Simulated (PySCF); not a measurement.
# Ag2H2: singlet, from a trans-bent X-M-M-X start

Where does singlet Ag2H2 go from a trans-bent X-M-M-X start, is the end point a minimum, and what are its modes, charges and moments?

The runs use PySCF 2.14.0; PBE0, basis Ag def2-TZVP with ECP28, H def2-TZVP, scalar-relativistic core potentials, no spin–orbit coupling, density fitting.

### 1 The system as given

4 atoms, charge 0, spin multiplicity 1.

Bond lengths: Ag1–Ag2 2.560 Å, Ag1–H3 1.600 Å, Ag2–H4 1.600 Å. Angles: Ag2–Ag1–H3 126.9°, Ag1–Ag2–H4 126.9°.

Z-matrix (Å, degrees; charge 0 multiplicity 1):
```
Ag
Ag 1 2.5600
H  1 1.6000 2 126.87
H  2 1.6000 1 126.87 3 180.00
```

### 2 The SCF at the typed geometry

The steps below are one call of a driver around PySCF. For each, scf.py gives the equivalent set-up of the SCF; relaxations use the driver's own optimiser. After this first run the driver tries any further starts and a stability analysis.

Input file scf.py:

```python
from pyscf import gto, scf, dft
mol = gto.M(atom='''
Ag     0.000000     0.000000     1.280000
Ag     0.000000     0.000000    -1.280000
H      1.280000     0.000000     2.240000
H     -1.280000     0.000000    -2.240000''',
    basis={'Ag': 'def2-TZVP', 'H': 'def2-TZVP'},
    ecp={'Ag': 'def2-TZVP'},
    charge=0, spin=0)
mf = dft.RKS(mol, xc='PBE0')
mf.grids.atom_grid = (50, 194)
aux = {'Ag': 'def2-universal-JKFIT', 'H': 'def2-universal-JKFIT'}
mf = mf.density_fit(auxbasis=aux)
mf.conv_tol = 1e-08
mf.diis_space = 10
mf.max_cycle = 60
mf.init_guess = 'minao'
mf.verbose = 4
mf.kernel()
```

Started as:

```sh
> OMP_NUM_THREADS=2 python axn.py task.json out
```

The log of the run:

```text
init E= -273.018940106462
  HOMO = -1.05575541639169  LUMO = -0.942020181025106  gap/eV = 3.09489
cycle= 1 E= -291.917590476322  delta_E= -18.9  |g|= 4.51  |ddm|= 8.16
  HOMO = 0.234092390189229  LUMO = 0.251038224205027  gap/eV = 0.46112
cycle= 2 E= -248.106929828039  delta_E= 43.8  |g|= 10.1  |ddm|=  246
  HOMO = -0.6147305787095  LUMO = -0.483988699452907  gap/eV = 3.55767
cycle= 3 E= -294.39598031498  delta_E= -46.3  |g|= 1.71  |ddm|=  246
  HOMO = -0.217585677820248  LUMO = -0.0608169093291822  gap/eV = 4.26590
cycle= 4 E= -294.985125533664  delta_E= -0.589  |g|= 0.776  |ddm|= 3.81
  HOMO = -0.232666349530835  LUMO = -0.0874500504252458  gap/eV = 3.95154
cycle= 5 E= -295.106571532155  delta_E= -0.121  |g|= 0.219  |ddm|= 0.735
  HOMO = -0.256733939835787  LUMO = -0.101194473802098  gap/eV = 4.23244
cycle= 6 E= -295.113494107119  delta_E= -0.00692  |g|= 0.0397  |ddm|= 0.148
  HOMO = -0.26241917915626  LUMO = -0.105638387438972  gap/eV = 4.26622
cycle= 7 E= -295.113722101594  delta_E= -0.000228  |g|= 0.00963  |ddm|= 0.0262
  HOMO = -0.26190815981319  LUMO = -0.105507278231993  gap/eV = 4.25588
cycle= 8 E= -295.113751804928  delta_E= -2.97e-05  |g|= 0.00129  |ddm|= 0.0115
  HOMO = -0.262014060227138  LUMO = -0.1056020450726  gap/eV = 4.25619
cycle= 9 E= -295.113752199092  delta_E= -3.94e-07  |g|= 0.000559  |ddm|= 0.00158
  HOMO = -0.261999701185843  LUMO = -0.105597612431733  gap/eV = 4.25592
cycle= 10 E= -295.113752273372  delta_E= -7.43e-08  |g|= 0.000117  |ddm|= 0.000603
  HOMO = -0.261995933918276  LUMO = -0.105594001612093  gap/eV = 4.25591
cycle= 11 E= -295.113752277915  delta_E= -4.54e-09  |g|= 1.59e-05  |ddm|= 0.000208
  HOMO = -0.261994674364168  LUMO = -0.105593206272463  gap/eV = 4.25590
Extra cycle  E= -295.11375227792  delta_E= -4.66e-12  |g|= 1.99e-05  |ddm|= 2.81e-05
converged SCF energy = -295.11375227792
```

This step, with its further starts and checks, needed 11 s of wall time on 2 threads of Arm Neoverse N1, shared host.

The starts that the driver tried:

```tsv
start	energy (Eh)
the minimal-basis guess	-295.113752
a thermally smeared density	-295.113752
a smeared PBE density	-295.113752
```

No lower closed-shell solution turned up from the other starts or in the test of internal stability.

### 3 Relaxing the singlet from the trans-bent X-M-M-X start

The program finds C2h symmetry in the start, which this walk keeps. Threshold on the gradient: 0.0003 Eh/bohr, with a further test on the energy change.

Edit scf.py of step 2 so:

```diff
@@ -4 +4 @@
-Ag     0.000000     0.000000    -1.280000
+Ag    -0.000000     0.000000    -1.280000
@@ -17 +16,0 @@
-mf.init_guess = 'minao'
```

The optimiser's trace:

```tsv
step	energy (Eh)	change (kJ/mol)	largest symmetric gradient (Eh/bohr)
0	-295.113752	0.00	0.01383
1	-295.115281	-4.01	0.01021
2	-295.117952	-11.03	0.00275
3	-295.118351	-12.07	0.00280
4	-295.118666	-12.90	0.00233
5	-295.118996	-13.77	0.00260
6	-295.119323	-14.63	0.00359
7	-295.119560	-15.25	0.00364
8	-295.119714	-15.65	0.00287
9	-295.119817	-15.92	0.00189
10	-295.119858	-16.03	0.00068
11	-295.119868	-16.06	0.00023
12	-295.119873	-16.07	0.00005
```

The walk took 37 s.

Positions (Å) and forces (eV/Å) along the way:

```
step 0
Ag   0.000   0.000   1.280  -0.396   0.000   0.711
Ag   0.000   0.000  -1.280   0.396   0.000  -0.711
H    1.280   0.000   2.240   0.198   0.000  -0.050
H   -1.280   0.000  -2.240  -0.198   0.000   0.050
step 1
Ag  -0.022   0.000   1.298  -0.313   0.000   0.525
Ag   0.022   0.000  -1.298   0.313   0.000  -0.525
H    1.286   0.000   2.229   0.139   0.000  -0.070
H   -1.286   0.000  -2.229  -0.139   0.000   0.070
step 6
Ag  -0.253   0.000   1.376  -0.025   0.000  -0.185
Ag   0.253   0.000  -1.376   0.025   0.000   0.185
H    1.262   0.000   1.954   0.030   0.000  -0.015
H   -1.262   0.000  -1.954  -0.030   0.000   0.015
step 12
Ag  -0.355   0.000   1.305   0.010   0.000   0.003
Ag   0.355   0.000  -1.305  -0.010   0.000  -0.003
H    1.217   0.000   1.756   0.007   0.000  -0.007
H   -1.217   0.000  -1.756  -0.007   0.000   0.007
```

After 12 steps and 16.1 kJ/mol it ends at C2h: Ag–Ag 2.705 Å, Ag–H 1.635 Å (×2); Ag–Ag–H 90.8° (×2).

### 4 Hessian and properties

The point is checked on the finer grid, and tightened if its gradient asks for it. The Hessian and the dipole derivatives come from central differences of analytic gradients, with steps of 0.02 bohr.

Edit scf.py of step 3 so:

```diff
@@ -3,4 +3,4 @@
-Ag     0.000000     0.000000     1.280000
-Ag    -0.000000     0.000000    -1.280000
-H      1.280000     0.000000     2.240000
-H     -1.280000     0.000000    -2.240000''',
+Ag    -0.377748     0.000000     1.295275
+Ag     0.377748     0.000000    -1.295275
+H      1.206666     0.000000     1.713886
+H     -1.206666     0.000000    -1.713886''',
@@ -11 +11 @@
-mf.grids.atom_grid = (50, 194)
+mf.grids.atom_grid = (75, 302)
@@ -14 +14 @@
-mf.conv_tol = 1e-08
+mf.conv_tol = 1e-10
```

This SCF starts from the last density.

SCF at the final geometry:

```text
init E= -295.119881969143
  HOMO = -0.230988073575216  LUMO = -0.0780420730763143  gap/eV = 4.16187
cycle= 1 E= -295.11988196914  delta_E= 3.3e-12  |g|= 7.01e-06  |ddm|= 7.52e-06
  HOMO = -0.230988800961437  LUMO = -0.0780425326515566  gap/eV = 4.16188
Extra cycle  E= -295.119881969134  delta_E= 5.91e-12  |g|= 1.04e-05  |ddm|= 1.11e-05
converged SCF energy = -295.119881969134
```

The whole step took 75 s.

Geometry: C2h; Ag–Ag 2.698 Å, Ag–H 1.639 Å (×2); Ag–Ag–H 88.5° (×2).

Modes, for the most abundant isotopes:

| symmetry | ω (cm⁻¹) | IR (km/mol) |
| --- | --- | --- |
| bu | 322i | 579 |
| ag | 96 | 0.0 |
| ag | 147 | 0.0 |
| au | 267 | 170 |
| bu | 1693 | 243 |
| ag | 1737 | 0.0 |

With 1 mode imaginary (up to 322i cm⁻¹) this point is a saddle.

Properties at this point:

```yaml
Dipole_moment: 0.00 D
Highest_occupied_level: -6.29 eV
Lowest_empty_level: -2.12 eV
Rotational_constants: 3.144, 0.04293, 0.04235 cm⁻¹
Zero-point_energy_real_modes: 23.6 kJ/mol
Principal_polarisabilities: 50.5, 61.4, 98.7 bohr³
Atomisation_energy_without_zero-point_energy: 485 kJ/mol
Principal_traceless_quadrupole_moments_about_the_centre_of_mass: -14.00, 0.48, 13.52 D Å
```

Charges (e) and bond orders:

| atom | Mulliken | Löwdin | polar tensor | Mayer order to Ag1 |
| --- | --- | --- | --- | --- |
| Ag1 | 0.11 | 0.06 | 0.38 | – |
| Ag2 | 0.11 | 0.06 | 0.38 | 0.35 |
| H3 | -0.11 | -0.06 | -0.38 | 0.92 |
| H4 | -0.11 | -0.06 | -0.38 | 0.09 |

Outer orbital energies (eV). occupied: -10.10, -9.89, -9.74, -9.49, -9.31, -9.27, -7.90, -6.29; empty: -2.12, -1.58, -0.66, -0.20.

Mulliken populations on Ag1 (outside its core potential): s 2.80, p 6.22, d 9.87, f 0.00.

### 5 Following the imaginary mode

The atoms are moved a little along the softest imaginary mode and relaxed again.

The program finds Cs symmetry in the start, which this walk keeps.

Edit scf.py of step 4 so:

```diff
@@ -3,4 +3,4 @@
-Ag    -0.377748     0.000000     1.295275
-Ag     0.377748     0.000000    -1.295275
-H      1.206666     0.000000     1.713886
-H     -1.206666     0.000000    -1.713886''',
+Ag    -0.377443    -0.000000     1.294185
+Ag     0.378052     0.000000    -1.296364
+H      1.174384    -0.000000     1.829462
+H     -1.238948     0.000000    -1.598310''',
@@ -11 +11 @@
-mf.grids.atom_grid = (75, 302)
+mf.grids.atom_grid = (50, 194)
@@ -14 +14 @@
-mf.conv_tol = 1e-10
+mf.conv_tol = 1e-08
```

Energy and gradient, step by step:

```tsv
step	energy (Eh)	change (kJ/mol)	largest symmetric gradient (Eh/bohr)
0	-295.120019	0.00	0.00128
1	-295.120056	-0.10	0.00093
2	-295.124625	-12.09	0.00692
3	-295.126978	-18.27	0.02268
4	-295.134132	-37.05	0.01507
5	-295.133826	-36.25	0.00991
6	-295.134391	-37.73	0.00864
7	-295.134582	-38.23	0.01021
8	-295.134611	-38.31	0.00994
9	-295.134621	-38.34	0.00998
10	-295.134689	-38.52	0.01090
11	-295.134726	-38.61	0.01162
12	-295.134798	-38.80	0.01250
13	-295.134928	-39.14	0.01320
14	-295.135250	-39.99	0.01376
15	-295.135936	-41.79	0.01352
16	-295.137131	-44.93	0.01152
17	-295.138546	-48.64	0.00692
18	-295.139273	-50.55	0.00214
19	-295.139382	-50.84	0.00093
20	-295.139381	-50.83	0.00110
21	-295.139394	-50.87	0.00012
22	-295.139394	-50.87	0.00005
```

The walk took 71 s.

Geometry (Å) and forces (eV/Å) at some steps:

```
step 0
Ag  -0.377   0.000   1.294   0.071   0.000  -0.018
Ag   0.378   0.000  -1.296  -0.042   0.000  -0.039
H    1.174   0.000   1.829  -0.056   0.000   0.013
H   -1.239   0.000  -1.598   0.028   0.000   0.044
step 1
Ag  -0.375   0.000   1.290   0.052   0.000  -0.028
Ag   0.378   0.000  -1.301  -0.027   0.000  -0.039
H    1.172   0.000   1.834  -0.037   0.000   0.023
H   -1.239   0.000  -1.593   0.012   0.000   0.044
step 11
Ag  -0.292   0.000   0.799   0.599   0.000   0.262
Ag   0.468   0.000  -1.739  -0.386   0.000   0.042
H    0.887   0.000   2.043  -0.573   0.000  -0.319
H   -1.128   0.000  -0.873   0.360   0.000   0.015
step 22
Ag  -0.059   0.000   0.761   0.000   0.000   0.000
Ag   0.278   0.000  -1.959   0.003   0.000   0.000
H    0.698   0.000   2.227  -0.001   0.000   0.000
H   -0.982   0.000  -0.800  -0.002   0.000   0.000
```

End point (Cs, 22 steps, 50.9 kJ/mol gained): Ag–Ag 2.741 Å, Ag–H 1.650 Å, Ag–H 1.712 Å, Ag–H 1.813 Å; Ag–Ag–H 37.7°, Ag–Ag–H 40.3°, Ag–Ag–H 145.7°, Ag–H–Ag 102.0°, H–Ag–H 176.7°.

### 6 Hessian and properties

The same treatment as at the point before.

Edit scf.py of step 5 so:

```diff
@@ -3,4 +3,4 @@
-Ag    -0.377443    -0.000000     1.294185
-Ag     0.378052     0.000000    -1.296364
-H      1.174384    -0.000000     1.829462
-H     -1.238948     0.000000    -1.598310''',
+Ag    -0.161943    -0.000000     1.347340
+Ag     0.167528     0.000000    -1.376121
+H      0.586929    -0.000000     2.817412
+H     -1.086795     0.000000    -0.212471''',
@@ -11 +11 @@
-mf.grids.atom_grid = (50, 194)
+mf.grids.atom_grid = (75, 302)
@@ -14 +14 @@
-mf.conv_tol = 1e-08
+mf.conv_tol = 1e-10
```

SCF at the final geometry:

```text
init E= -295.139358938613
  HOMO = -0.221771265708893  LUMO = -0.115253063839249  gap/eV = 2.89851
cycle= 1 E= -295.13935893861  delta_E= 3.3e-12  |g|= 7.07e-06  |ddm|= 7.96e-06
  HOMO = -0.221770672867583  LUMO = -0.115252708948936  gap/eV = 2.89850
Extra cycle  E= -295.139358938599  delta_E= 1.08e-11  |g|= 1.15e-05  |ddm|= 1.19e-05
converged SCF energy = -295.139358938599
```

The whole step needed 77 s of wall time on 2 threads of Arm Neoverse N1, shared host.

Geometry: Cs; Ag–Ag 2.743 Å, Ag–H 1.650 Å, Ag–H 1.711 Å, Ag–H 1.813 Å; Ag–Ag–H 37.6°, Ag–Ag–H 40.2°, Ag–Ag–H 146.1°, Ag–H–Ag 102.2°, H–Ag–H 176.3°.

Modes, for the most abundant isotopes:

| symmetry | ω (cm⁻¹) | IR (km/mol) | μ (u) |
| --- | --- | --- | --- |
| a' | 114 | 14.2 | 14.54 |
| a' | 320 | 121 | 1.09 |
| a'' | 484 | 126 | 1.03 |
| a' | 1023 | 181 | 1.02 |
| a' | 1446 | 8.9 | 1.02 |
| a' | 1771 | 99.8 | 1.02 |

μ is the mass of the mode for normalised Cartesian displacements, not the reduced mass of the usual diatomic formula.

Every mode is real; the point is a minimum.

Properties at this point:

```yaml
Dipole_moment: 6.90 D
Highest_occupied_level: -6.03 eV
Lowest_empty_level: -3.14 eV
Rotational_constants: 8.153, 0.04113, 0.04093 cm⁻¹
Zero-point_energy: 30.9 kJ/mol
Principal_polarisabilities: 51.6, 55.4, 90.4 bohr³
Atomisation_energy_without_zero-point_energy: 536 kJ/mol
Principal_traceless_quadrupole_moments_about_the_centre_of_mass: -9.45, 1.81, 7.64 D Å
Entropy_at_298.15_K_and_1_bar: 299.7 J/(mol K)
Heat_capacity_Cp_at_298.15_K: 55.6 J/(mol K)
Enthalpy_at_298.15_K_above_0_K: 13.54 kJ/mol
Rotational_symmetry_number: 1
```

Populations by atom (charges in e):

```tsv
atom	Mulliken	Löwdin	polar tensor	Mayer order to Ag1
Ag1	-0.08	-0.15	0.11	–
Ag2	0.23	0.29	0.45	0.43
H3	-0.14	-0.15	-0.35	0.94
H4	-0.01	0.01	-0.20	0.35
```

Outer orbital energies (eV). occupied: -10.62, -10.09, -9.07, -9.04, -8.92, -8.91, -8.08, -6.03; empty: -3.14, -0.89, -0.87, 0.63.

Mulliken populations on Ag1 (outside its core potential): s 2.96, p 6.32, d 9.80, f 0.00.

### 7 Stability of the closed shell

At the lowest minimum the closed shell is tested against spin polarisation, on the (50, 194) grid. It is stable.

### 8 The points found, side by side

| spin | group | bonds | imaginary modes (cm⁻¹) | ΔE (kJ/mol) | with zero-point energy |
| --- | --- | --- | --- | --- | --- |
| singlet | Cs | Ag–Ag 2.743 Å, Ag–H 1.650 Å, Ag–H 1.711 Å, Ag–H 1.813 Å | none | 0.0 | 0.0 |
| singlet | C2h | Ag–Ag 2.698 Å, Ag–H 1.639 Å (×2) | 322i | 51.1 | – |

### 9 Results

```
                                 quantity                                                                                                                                 value
                                  minimum                                                                                                                           singlet, Cs
                                 geometry  Ag–Ag 2.743 Å, Ag–H 1.650 Å, Ag–H 1.711 Å, Ag–H 1.813 Å; Ag–Ag–H 37.6°, Ag–Ag–H 40.2°, Ag–Ag–H 146.1°, Ag–H–Ag 102.2°, H–Ag–H 176.3°
                       wavenumbers (cm⁻¹)                                                                        114 (a'), 320 (a'), 484 (a''), 1023 (a'), 1446 (a'), 1771 (a')
                            dipole moment                                                                                                                                6.90 D
     highest occupied, lowest empty level                                                                                                                       -6.03, -3.14 eV
               polar-tensor charge of Ag1                                                                                                                               +0.11 e
                        zero-point energy                                                                                                                           30.9 kJ/mol
                      entropy at 298.15 K                                                                                                                       299.7 J/(mol K)
atomisation energy (no zero-point energy)                                                                                                                            536 kJ/mol
```

**Reading.** The trans-bent X-M-M-X start (C2h) ends in a minimum of Cs symmetry, after a stop at a saddle point 51.1 kJ/mol higher, from which it was pushed off along an imaginary mode. In the infrared the band at 1023 cm⁻¹ (a') leads. With 6.9 D the molecule is strongly polar. Other starts or spin states, not run here, may lie lower.

The search up to here took 4.6 min.
